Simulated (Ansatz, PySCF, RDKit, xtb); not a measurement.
**Isomers of C4H5OPS, a sample narrowed down**

A sample of isomers of C4H5OPS is drawn. Aim: find which of them has the lowest free energy at 298.15 K, then its properties. The sample is small against all isomers, and the most stable one of this formula need not be in it.

Plan: many cheap relaxations first (GFN2-xTB), then density-functional screening, relaxation at r2SCAN-D4/def2-SVP, vibrations (at GFN2-xTB) and a final energy. The numbers are computed, not measured.

### 1 Candidates

Isomers were taken from a list of plausible structures; this is a sample, not all of them. That gives 4 candidates.

| label | SMILES | spin |
| --- | --- | --- |
| c012 | CSc1cocp1 | singlet |
| c147 | COc1cpcs1 | singlet |
| c745 | CSc1occp1 | singlet |
| c844 | COc1pccs1 | singlet |

Candidates are built by distance geometry, with a force field where one applies, in up to four conformers (letters a to d).

**Question.** With final energies at CCSD(T)/def2-SVP + MP2/def2-TZVPP - MP2/def2-SVP, which structure will this search put lowest in free energy, and by what margin?

| quantity | value |
| --- | --- |
| lowest structure found | COc1cpcs1, singlet |
| next finalist | COc1pccs1, singlet, 1.6 kcal/mol higher in G |
| share at equilibrium, among the finalists | 90.8 % |
| dipole moment (PBE0/def2-SVPD) | 2.15 D |
| HOMO energy (PBE0/def2-SVPD) | -6.38 eV |
| LUMO energy (PBE0/def2-SVPD) | -1.23 eV |
| HOMO–LUMO gap (PBE0/def2-SVPD) | 5.15 eV |
| lowest excitation (TD-PBE0/def2-SVPD) | 4.56 eV (f = 0.076) |
| strongest of the states computed, same level | 6.12 eV (f = 0.253) |
| lowest triplet excitation, same level, Tamm-Dancoff | 2.80 eV |
| vertical ionisation energy | 8.21 eV |
| vertical electron affinity | -0.50 eV (unbound: the value depends on the basis) |
| vertical triplet less singlet | +2.74 eV |

The lowest structure found is `COc1cpcs1`. The margin, 1.6 kcal/mol, is modest. r2SCAN-D4/def2-SVP, r2SCAN-D4/def2-SVP, relaxed, HF/def2-SVP and MP2/def2-SVP already put its bonding pattern lowest among the structures in one piece; GFN2-xTB and HF/STO-3G favour the singlet CSc1occp1. The search is not exhaustive (a finite list of starts, one conformer a finalist), so a lower isomer can't be ruled out. Only 4 drawn patterns were tried, so whole families of isomers are missing, and the result ranks this sample alone.
